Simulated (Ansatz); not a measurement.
# CrGe (rocksalt type): the cost of one run

Computed with Ansatz 0.2.0 (DFT, r2SCAN, PAW with Ansatz's default frozen-core files, scalar-relativistic, unless a step's input says otherwise).

**1. Starting point**

The structure is cubic, space group Fm-3m (No. 225). The conventional cell has a = 4.950 Å, b = 4.950 Å, c = 4.950 Å, α = 90.00°, β = 90.00°, γ = 90.00°. Cr (site symmetry m-3m) is surrounded by 6 Ge at 2.47 Å. Around Ge (site symmetry m-3m) lie 6 Cr at 2.47 Å.

Coordinates:

```
CELL_PARAMETERS angstrom
0.00000 2.47496 2.47496
2.47496 0.00000 2.47496
2.47496 2.47496 0.00000
ATOMIC_POSITIONS crystal
Cr 0.00000 0.00000 0.00000
Ge 0.50000 0.50000 0.50000
```

Whether this phase is the stable one at these pressures isn't tested.

Atoms are numbered in the order of the input: Cr1, Ge2.

**2. Cell relaxed at zero pressure, PAW**

Contents of input.yaml:

```yaml
crystal:
  lattice:
    - [0.0, 2.4749630878, 2.4749630878]
    - [2.4749630878, 0.0, 2.4749630878]
    - [2.4749630878, 2.4749630878, 0.0]
  atoms:
    - { symbol: Cr, position: [0.0, 0.0, 0.0], spin: 2.0 }
    - { symbol: Ge, position: [0.5, 0.5, 0.5] }
magnetization:
  spin_polarized: true
kpoints:
  mp_grid: { grid: [13, 13, 13] }
scf:
  occupations: { method: fermi_dirac, width: 0.1 }
hamiltonian:
  xc: r2scan
  pseudopotentials: { kind: paw }
output:
  forces: true
  stress: true
  write_density: true
  write_potential: true
  elf: true
  volumetric_format: npy
relax:
  f_tol: 0.005
  max_steps: 40
  cell: {}
```

Started as:

```
$ ansatz run input.yaml --threads 1 --pin off --max-ram 3072MiB --backend cpu --events-out ev --progress --plain --runs-dir out
```

Q: Estimate wall time and peak memory on 1 thread of Intel Xeon Platinum 8488C (Sapphire Rapids), shared host.

About 55 s, with a peak of 0.55 GiB.
